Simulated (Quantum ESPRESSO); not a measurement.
Something may be wrong with this Quantum ESPRESSO 7.5 calculation of CInFTeH4.

pw.in

```
&CONTROL
  calculation = 'scf'
  prefix = 'pwscf'
  outdir = './tmp'
  pseudo_dir = './pseudo'
  tprnfor = .true.
  disk_io = 'nowf'
/
&SYSTEM
  ibrav = 0
  nat = 8
  ntyp = 5
  ecutwfc = 84
  nbnd = 29
  input_dft = 'pbe0'
  occupations = 'smearing'
  smearing = 'gaussian'
  degauss = 0.00073499
  nqx1 = 1
  nqx2 = 1
  nqx3 = 1
  ecutfock = 168
  vdw_corr = 'grimme-d3'
  dftd3_version = 4
/
&ELECTRONS
  conv_thr = 1d-07
  electron_maxstep = 80
  mixing_beta = 0.5
  adaptive_thr = .true.
/
ATOMIC_SPECIES
C     12.0110 X.missing.UPF
In   114.8180 In.upf
F     18.9984 F.upf
Te   127.6000 Te.upf
H      1.0080 H.upf
CELL_PARAMETERS angstrom
  12.0000000000    0.0000000000    0.0000000000
   0.0000000000   15.0000000000    0.0000000000
   0.0000000000    0.0000000000   13.0000000000
ATOMIC_POSITIONS crystal
C      0.4990270000    0.6267560000    0.4326750000
In     0.4965820000    0.5167830000    0.5210090000
F      0.6056350000    0.5163190000    0.6405600000
Te     0.3989360000    0.3457700000    0.5177060000
H      0.4380450000    0.6239490000    0.3640400000
H      0.4590750000    0.6808410000    0.4828080000
H      0.5771050000    0.6493020000    0.3997770000
H      0.4705990000    0.3210180000    0.6197390000
K_POINTS gamma
```

Potentials or basis: PseudoDojo 0.4.1 SR PBEsol standard.

Command:

```sh
$ OMP_NUM_THREADS=1 pw.x -in pw.in > pw.out
```

pw.out:

```text
This program is part of the open-source Quantum ESPRESSO suite
     for quantum simulation of materials; please cite
         "P. Giannozzi et al., J. Phys.:Condens. Matter 21 395502 (2009);
         "P. Giannozzi et al., J. Phys.:Condens. Matter 29 465901 (2017);
         "P. Giannozzi et al., J. Chem. Phys. 152 154105 (2020);
     in publications or presentations arising from this work. More details at

 %%%%%%%%%%%%%%%%%%%%%%%%%%%%%%%%%%%%%%%%%%%%%%%%%%%%%%%%%%%%%%%%%%%%%%%%%%%%%%
     Error in routine readpp (1):
     file ./pseudo/X.missing.UPF not found
 %%%%%%%%%%%%%%%%%%%%%%%%%%%%%%%%%%%%%%%%%%%%%%%%%%%%%%%%%%%%%%%%%%%%%%%%%%%%%%

     stopping ...
```

How did it end, and where is the flaw?

The program refused the input. The input holds a flaw that was put in on purpose: missing potential file.
